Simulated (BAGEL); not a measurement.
# C2H4F2Si (SMILES FC(F)=C[SiH3]): B3LYP/cc-pVDZ (density fitting with qzvpp-jkfit)

What is the energy change on altering one bond length of C2H4F2Si at B3LYP/cc-pVDZ (density fitting with qzvpp-jkfit)? 

The results are computed with BAGEL 1.2.2.

3 further runs of the same task are left out: 2 that didn't finish, 1 set aside as unsound or not needed.

## 1. The system as given

The species is C2H4F2Si (9 atoms), meant as a singlet with charge 0. As SMILES, `FC(F)=C[SiH3]`. The coordinates come from a GFN2-xTB relaxation.

Bond lengths: F1–C2 1.334 Å, C2–F3 1.330 Å, C2–C4 1.312 Å, C4–Si5 1.884 Å, C4–H6 1.078 Å, Si5–H7 1.458 Å, Si5–H8 1.464 Å, Si5–H9 1.464 Å. Some angles: F1–C2–F3 108.3°, F1–C2–C4 125.8°, F3–C2–C4 125.9°, C2–C4–Si5 124.1°, C2–C4–H6 115.9°, Si5–C4–H6 119.9°, C4–Si5–H7 109.7°, C4–Si5–H8 107.0°, C4–Si5–H9 106.9°, H7–Si5–H8 111.3°.

## 2. The energy at B3LYP/cc-pVDZ (density fitting with qzvpp-jkfit)

input.json reads:

```json
{ "bagel": [

{
  "title": "molecule",
  "basis": "cc-pvdz.json",
  "df_basis": "qzvpp-jkfit",
  "angstrom": true,
  "geometry": [
    { "atom": "F", "xyz": [    2.738230,    0.193230,    0.205380 ] },
    { "atom": "C", "xyz": [    1.473310,   -0.212490,    0.079970 ] },
    { "atom": "F", "xyz": [    1.469660,   -1.536390,   -0.047280 ] },
    { "atom": "C", "xyz": [    0.414840,    0.563250,    0.082810 ] },
    { "atom": "Si", "xyz": [   -1.353520,   -0.060240,   -0.098070 ] },
    { "atom": "H", "xyz": [    0.603700,    1.618460,    0.197220 ] },
    { "atom": "H", "xyz": [   -1.353190,   -1.513090,   -0.225470 ] },
    { "atom": "H", "xyz": [   -1.911780,    0.578080,   -1.291650 ] },
    { "atom": "H", "xyz": [   -2.081250,    0.369200,    1.097090 ] }
  ]
},
{ "title": "ks", "xc_func": "b3lyp" },
{ "title": "print", "file": "orbitals.molden", "orbitals": true }

]}
```

The basis set cc-pVDZ is read from a file made from the Basis Set Exchange's data (not shown).

Launch:

```
$ BAGEL_NUM_THREADS=1 BAGEL input.json > input.out
```

Output:

```text
* using 1 threads per process

  ===============================================================
  ===============================================================

  *** Geometry ***

  { "atom" : "F", "xyz" : [      5.174505,      0.365152,      0.388112 ] },
  { "atom" : "C", "xyz" : [      2.784152,     -0.401548,      0.151121 ] },
  { "atom" : "F", "xyz" : [      2.777255,     -2.903356,     -0.089346 ] },
  { "atom" : "C", "xyz" : [      0.783934,      1.064388,      0.156488 ] },
  { "atom" : "Si", "xyz" : [     -2.557782,     -0.113837,     -0.185325 ] },
  { "atom" : "H", "xyz" : [      1.140828,      3.058446,      0.372692 ] },
  { "atom" : "H", "xyz" : [     -2.557158,     -2.859326,     -0.426077 ] },
  { "atom" : "H", "xyz" : [     -3.612741,      1.092413,     -2.440865 ] },
  { "atom" : "H", "xyz" : [     -3.932992,      0.697687,      2.073200 ] },

  Number of auxiliary basis functions:      504

  Since a DF basis is specified, we compute 2- and 3-index integrals:
    o Being stored without compression. Storage requirement is 0.036 GB

  Number of basis functions:       94
  Number of electrons      :       48

    * METHOD: MOLECULE                             0.23

  *** Kohn-Sham DFT ***

    * Removing 16368 points whose weight is below 1.00e-10
    * Grid points: 117786

  === Nuclear Repulsion ===
   218.1589200964

       - DIIS with orbital gradients will be used.

  === KS iteration (b3lyp / cc-pvdz.json) ===
      0       -530.18590640          0.09961955           0.43
      1       -451.18665384          0.13464759           0.39
      2       -361.69546731          0.23629051           0.41
      3       -535.86417815          0.12415100           0.42
      4       -553.14255948          0.07002606           0.42
      5       -566.93756020          0.03141545           0.41
      6       -567.40613267          0.02156876           0.41
      7       -567.74937376          0.00756206           0.41
      8       -567.78672972          0.00195755           0.41
      9       -567.78914737          0.00097361           0.41
     10       -567.78909870          0.00103485           0.41
     11       -567.79013822          0.00010136           0.41
     12       -567.79014276          0.00005680           0.40
     13       -567.79014534          0.00001032           0.40
     14       -567.79014541          0.00000541           0.40
     15       -567.79014543          0.00000262           0.40
     16       -567.79014544          0.00000028           0.39
     17       -567.79014544          0.00000014           0.40
     18       -567.79014544          0.00000004           0.40
     19       -567.79014544          0.00000001           0.39
     20       -567.79014544          0.00000000           0.39
    * SCF iteration converged.

    * Permanent dipole moment:
           (    0.293616,    -0.244187,    -0.003785) a.u.

    * METHOD: KS                                   9.13

    * METHOD: PRINT                                0.01

  ===============================================================
```

It took 9.6 s on 1 thread of Arm Neoverse V2, shared host; peak memory 0.52 GiB.

## 3. The distorted shape

job.json reads:

```json
{ "bagel": [

{
  "title": "molecule",
  "basis": "cc-pvdz.json",
  "df_basis": "qzvpp-jkfit",
  "angstrom": true,
  "geometry": [
    { "atom": "F", "xyz": [    2.587145,   -0.650920,    0.113854 ] },
    { "atom": "C", "xyz": [    1.322225,   -1.056640,   -0.011556 ] },
    { "atom": "F", "xyz": [    1.318575,   -2.380540,   -0.138806 ] },
    { "atom": "C", "xyz": [    0.263755,   -0.280900,   -0.008716 ] },
    { "atom": "Si", "xyz": [   -1.504605,   -0.904390,   -0.189596 ] },
    { "atom": "H", "xyz": [    0.603700,    1.618460,    0.197220 ] },
    { "atom": "H", "xyz": [   -1.504275,   -2.357240,   -0.316996 ] },
    { "atom": "H", "xyz": [   -2.062865,   -0.266070,   -1.383176 ] },
    { "atom": "H", "xyz": [   -2.232335,   -0.474950,    1.005564 ] }
  ]
},
{ "title": "ks", "xc_func": "b3lyp" },
{ "title": "print", "file": "orbitals.molden", "orbitals": true }

]}
```

The basis set cc-pVDZ is read from a file made from the Basis Set Exchange's data (not shown).

Launch:

```
$ BAGEL_NUM_THREADS=1 BAGEL job.json > job.out
```

Output:

```text
* using 1 threads per process

  ===============================================================
  ===============================================================

  *** Geometry ***

  { "atom" : "F", "xyz" : [      4.888995,     -1.230061,      0.215153 ] },
  { "atom" : "C", "xyz" : [      2.498643,     -1.996760,     -0.021838 ] },
  { "atom" : "F", "xyz" : [      2.491746,     -4.498569,     -0.262305 ] },
  { "atom" : "C", "xyz" : [      0.498425,     -0.530824,     -0.016471 ] },
  { "atom" : "Si", "xyz" : [     -2.843291,     -1.709049,     -0.358285 ] },
  { "atom" : "H", "xyz" : [      1.140828,      3.058446,      0.372692 ] },
  { "atom" : "H", "xyz" : [     -2.842668,     -4.454538,     -0.599036 ] },
  { "atom" : "H", "xyz" : [     -3.898250,     -0.502799,     -2.613824 ] },
  { "atom" : "H", "xyz" : [     -4.218502,     -0.897525,      1.900241 ] },

  Number of auxiliary basis functions:      504

  Since a DF basis is specified, we compute 2- and 3-index integrals:
    o Being stored without compression. Storage requirement is 0.036 GB

  Number of basis functions:       94
  Number of electrons      :       48

    * METHOD: MOLECULE                             0.24

  *** Kohn-Sham DFT ***

    * Removing 15607 points whose weight is below 1.00e-10
    * Grid points: 118547

  === Nuclear Repulsion ===
   215.1783463259

       - DIIS with orbital gradients will be used.

  === KS iteration (b3lyp / cc-pvdz.json) ===
      0       -530.30616443          0.09834556           0.45
      1       -451.90685715          0.13021870           0.43
      2       -363.09237358          0.22712980           0.44
      3       -535.38518371          0.11516179           0.44
      4       -555.40027932          0.06155051           0.44
      5       -566.04109919          0.04394210           0.44
      6       -567.06885602          0.02767382           0.44
      7       -567.49177469          0.01315980           0.45
      8       -567.63366211          0.00539530           0.44
      9       -567.64663915          0.00401056           0.43
     10       -567.66172984          0.00095349           0.44
     11       -567.66236249          0.00062467           0.45
     12       -567.66268629          0.00013812           0.48
     13       -567.66270133          0.00005587           0.44
     14       -567.66270410          0.00001385           0.44
     15       -567.66270423          0.00000464           0.43
     16       -567.66270424          0.00000216           0.52
     17       -567.66270424          0.00000105           0.51
     18       -567.66270424          0.00000039           0.42
     19       -567.66270424          0.00000020           0.42
     20       -567.66270424          0.00000006           0.43
     21       -567.66270424          0.00000002           0.42
     22       -567.66270424          0.00000001           0.42
    * SCF iteration converged.

    * Permanent dipole moment:
           (    0.367755,    -0.039060,     0.020909) a.u.

    * METHOD: KS                                  10.90

    * METHOD: PRINT                                0.01

  ===============================================================
```

Run time: 11 s. Hardware: 1 thread of Arm Neoverse V2, shared host; peak memory 0.52 GiB.

## 4. What came out

At B3LYP/cc-pVDZ (density fitting with qzvpp-jkfit):

| quantity | value |
| --- | --- |
| first shape: total energy | -567.79015 Eh |
| first shape: dipole moment | 0.97 D |
| first shape: HOMO energy | -7.36 eV |
| first shape: LUMO energy | 0.08 eV |
| first shape: HOMO–LUMO gap | 7.44 eV |
| distorted shape: total energy | -567.66270 Eh |
| distorted shape: dipole moment | 0.94 D |
| distorted shape: HOMO energy | -7.50 eV |
| distorted shape: LUMO energy | -2.85 eV |
| distorted shape: HOMO–LUMO gap | 4.65 eV |
| energy change with the C4–H6 bond stretched from 1.078 to 1.941 Å | 3.468 eV |

What this shows: With the C4–H6 bond stretched from 1.078 to 1.941 Å the energy rises by 3.47 eV (80 kcal/mol). The first shape isn't relaxed at this level, so the change isn't measured from a minimum. A restricted reference can't describe the breaking bond well at this length.
